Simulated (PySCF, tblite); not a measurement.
# C₅H₁₃NOSi₂: geometry, infrared bands and NMR shifts

What infrared bands and NMR shifts should C₅H₁₃NOSi₂ (`N[SiH2][Si@@H]1O[C@@H]2CC[C@H]1C2`) show?

The runs use tblite 0.8.0 and PySCF 2.14.0, with density-fitted response routines of our own; the level of theory stands in each step. All values are computed, except where a source is named. Atoms are numbered from 0 throughout.

## 1. The starting structure

22 atoms, charge 0, multiplicity 1; geometry from: force field or distance geometry start.

Bonds of the start (Å): N0–Si1 1.81, Si1–Si2 2.19, Si2–O3 1.73, O3–C4 1.40, C4–C5 1.52, C5–C6 1.53, C6–C7 1.49, C7–C8 1.52, C7–Si2 1.87, C8–C4 1.53, N0–H9 1.05, N0–H10 1.04, Si1–H11 1.48, Si1–H12 1.47, Si2–H13 1.48, C4–H14 1.10, C5–H15 1.11, C5–H16 1.11, C6–H17 1.12, C6–H18 1.10, C7–H19 1.07, C8–H20 1.11, C8–H21 1.10.

## 2. Relaxing the molecule with GFN2-xTB

Job settings and geometry (Å):

```
{"job": {"kind": "relax", "xc": "GFN2-xTB", "basis": "xTB"}, "charge": 0, "multiplicity": 1}
N      3.769000    -0.393500     0.596000
Si     2.115600    -0.983500     0.150500
Si     0.804300     0.742100    -0.179600
O     -0.132900     1.192200     1.203100
C     -1.440300     0.829500     0.856300
C     -1.601300    -0.665600     0.646700
C     -1.258100    -0.950000    -0.812100
C     -0.680600     0.347200    -1.253200
C     -1.642100     1.315600    -0.582000
H      3.817800     0.640500     0.410700
H      3.919100    -0.513000     1.615100
H      1.599200    -1.889600     1.198200
H      2.294100    -1.802500    -1.052300
H      1.524500     1.926500    -0.700000
H     -2.207200     1.272900     1.505500
H     -0.992900    -1.251500     1.361800
H     -2.680500    -0.868200     0.817700
H     -0.523500    -1.789200    -0.886400
H     -2.196200    -1.159000    -1.356200
H     -0.537800     0.504300    -2.303800
H     -2.694100     1.176400    -0.894300
H     -1.266200     2.337500    -0.743400
```

The run is started by

```console
> OMP_NUM_THREADS=1 python probes_run.py task.json out
```

The driver reads the jobs from task.json and runs them one after another.

**Question.** This job is followed by: GFN2-xTB harmonic vibrations, gas phase; GIAO PBE0/pcSseg-1 NMR shielding, non-relativistic, gas phase. What will the session give for the following? strongest single infrared mode (GFN2-xTB); zero-point energy (GFN2-xTB); 13C shifts against TMS (PBE0/pcSseg-1); 1H shifts against TMS (PBE0/pcSseg-1, means over atoms taken as alike); 15N shifts against NH3 (PBE0/pcSseg-1); 29Si shifts against TMS (PBE0/pcSseg-1); 17O shifts against H2O (PBE0/pcSseg-1).

**Answer**, as computed:

```
                                                              quantity                                                                        value
                             strongest single infrared mode (GFN2-xTB)                                                         682 cm⁻¹, 484 km/mol
                                          zero-point energy (GFN2-xTB)                                                               109.1 kcal/mol
                                13C shifts against TMS (PBE0/pcSseg-1)                                             78.8, 39.3, 37.3, 30.7, 26.9 ppm
1H shifts against TMS (PBE0/pcSseg-1, means over atoms taken as alike)  5.36, 5.13, 4.95, 4.50, 1.86, 1.80, 1.74, 1.73, 1.65, 1.36, 1.29, -0.38 ppm
                                15N shifts against NH3 (PBE0/pcSseg-1)                                                                     -2.8 ppm
                               29Si shifts against TMS (PBE0/pcSseg-1)                                                              12.0, -61.0 ppm
                                17O shifts against H2O (PBE0/pcSseg-1)                                                                     37.4 ppm
```

What this shows: The optimisation took 204 steps and gained 0.798 eV; among the close pairs (by a distance rule), Si1–Si2 changed most, from 2.192 to 2.283 Å. No mode is imaginary among the 60: a minimum at this level. The strongest single mode, at 682 cm⁻¹, is spread over several atoms, H13, H12, H11 among them. GFN2-xTB is a fitted tight-binding method: band positions and strengths are rough. Its intensities can rank the bands wrongly. At PBE0/pcSseg-1: Shielding is most anisotropic at O3 (span 139 ppm, paramagnetic term -99 ppm).
